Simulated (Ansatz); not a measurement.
# HfCo and its elements: a formation energy from the elements

Computed with Ansatz 0.2.0, Python API.

The script reads `hfco_hfco.xyz`:
```text
2
Lattice="3.164 0.0 0.0 0.0 3.164 0.0 0.0 0.0 3.164" Properties=species:S:1:pos:R:3:initial_magmoms:R:1 pbc="T T T"
Hf    1.58200000    1.58200000    1.58200000  0.00
Co    0.00000000    0.00000000    0.00000000  2.50
```

The script reads `hfco_hf.cif`:
```cif
data_Hf
_cell_length_a 3.196700
_cell_length_b 3.196700
_cell_length_c 5.057800
_cell_angle_alpha 90.00000
_cell_angle_beta 90.00000
_cell_angle_gamma 120.00000
_symmetry_space_group_name_H-M 'P 1'
_symmetry_Int_Tables_number 1
loop_
_symmetry_equiv_pos_as_xyz
'x, y, z'
loop_
_atom_site_label
_atom_site_type_symbol
_atom_site_fract_x
_atom_site_fract_y
_atom_site_fract_z
Hf1 Hf    0.333333    0.666667    0.250000
Hf2 Hf    0.666667    0.333333    0.750000
```

Contents of `hfco_co.xyz`:
```text
2
Lattice="2.5074 0.0 0.0 -1.2537 2.1714721 0.0 0.0 0.0 4.0699" Properties=species:S:1:pos:R:3:initial_magmoms:R:1 pbc="T T T"
Co   -0.00000000    1.44764807    1.01747500  2.50
Co    1.25370000    0.72382403    3.05242500  2.50
```

Interactive session:
```pycon
>>> from collections import Counter
>>> from dataclasses import dataclass
>>> import warnings
>>> import ansatz as az
>>> from ase.io import read
>>> import numpy as np
>>> @dataclass
... class Options:
...     scf_tol: float = 1e-08
...     functional: str = "lda"
...     cutoff_ev: int = 500
...     kspacing: float = 0.3
...     smearing: str = "gaussian"
...     sigma: float = 0.05
...
>>> opts = Options()
>>> POLARISED = {"HfCo", "Co"}
>>> def ground_state(name, crystal):
...     calc = (
...         crystal.calculation()
...         .scf(tolerance=opts.scf_tol)
...         .functional(opts.functional)
...         .basis(opts.cutoff_ev)
...         .kpoints(spacing=opts.kspacing)
...         .occupations(opts.smearing, width=opts.sigma)
...         .stress()
...     )
...     if name in POLARISED:
...         calc = calc.spin("collinear")
...     calc = calc.relax(force_tolerance=0.01, max_steps=40, fix_cell=["shape"])
...     return calc.run(threads=1)
...
>>> def counts(outcome):
...     return Counter(site.symbol for site in outcome.lattice.sites)
...
>>> def formation_energy(outcome, mu):
...     n = counts(outcome)
...     return (outcome.report["energy_sigma0_ev"] - sum(k * mu[element] for element, k in n.items())) / sum(n.values())
...
>>> def volume_per_atom(outcome):
...     return abs(np.linalg.det(outcome.lattice.cell_ang)) / len(outcome.lattice.sites)
...
>>> warnings.simplefilter("ignore")
>>> phases = {}
>>> hfco = az.Crystal.from_extxyz("hfco_hfco.xyz")
>>> phases["HfCo"] = hfco
>>> atoms = read("hfco_hf.cif")
>>> hf = az.Crystal.from_ase(atoms)
>>> phases["Hf"] = hf
>>> co = az.Crystal.from_extxyz("hfco_co.xyz")
>>> phases["Co"] = co
>>> done = {}
>>> for name, crystal in phases.items():
...     done[name] = ground_state(name, crystal)
...     print(f"{name}: {done[name].report['energy_sigma0_ev']:.4f} eV, {len(done[name].lattice.sites)} atoms")
...
HfCo: -20540.4503 eV, 2 atoms
Hf: -30953.7159 eV, 2 atoms
Co: -10125.5325 eV, 2 atoms
>>> references = {"Hf": "Hf", "Co": "Co"}
>>> mu = {element: done[name].report["energy_sigma0_ev"] / len(done[name].lattice.sites) for element, name in references.items()}
>>> target = done["HfCo"]
>>> heat = formation_energy(target, mu)
>>> n = counts(target)
>>> print("cell content:", dict(n), " volume", round(volume_per_atom(target), 3), "A^3/atom")
cell content: {<Element.HF: 'Hf'>: 1, <Element.CO: 'Co'>: 1}  volume 14.597 A^3/atom
>>> print("formation energy", round(heat, 4), "eV/atom,", round(heat * sum(n.values()), 4), "eV per cell")
formation energy -0.413 eV/atom, -0.8261 eV per cell
>>> print("bound against the elements" if heat < 0 else "unbound against the elements")
bound against the elements
```

What to keep in mind:
- Total energies depend on the potentials; only differences at equal settings carry meaning.
- The run is spin-unpolarised.
- The program warned that this SCF threshold is loose for forces or stresses.
- Atoms and volume are relaxed with the cell's shape held, which in cells of lower than cubic symmetry can hide stresses and shift volumes.
- Spin-orbit coupling, which matters for elements this heavy, is left out.
- The cells come from databases of deposited and of computed structures, and not all need be stable phases.
- The compound is the structure given, not necessarily its lowest; energies are at zero temperature, with no correction for gases. Magnetic phases start from parallel moments and may not end in their lowest magnetic state. A semilocal functional's error on such energies is often 0.05 to 0.1 eV an atom, and 0.1 to 0.3 eV against gases such as O2 or F2.
- The script silences warnings, which a real study should read.
- Wall time of the script: 54 s on 1 thread of Arm Neoverse V2, with other jobs on the host, peak memory 0.48 GiB.
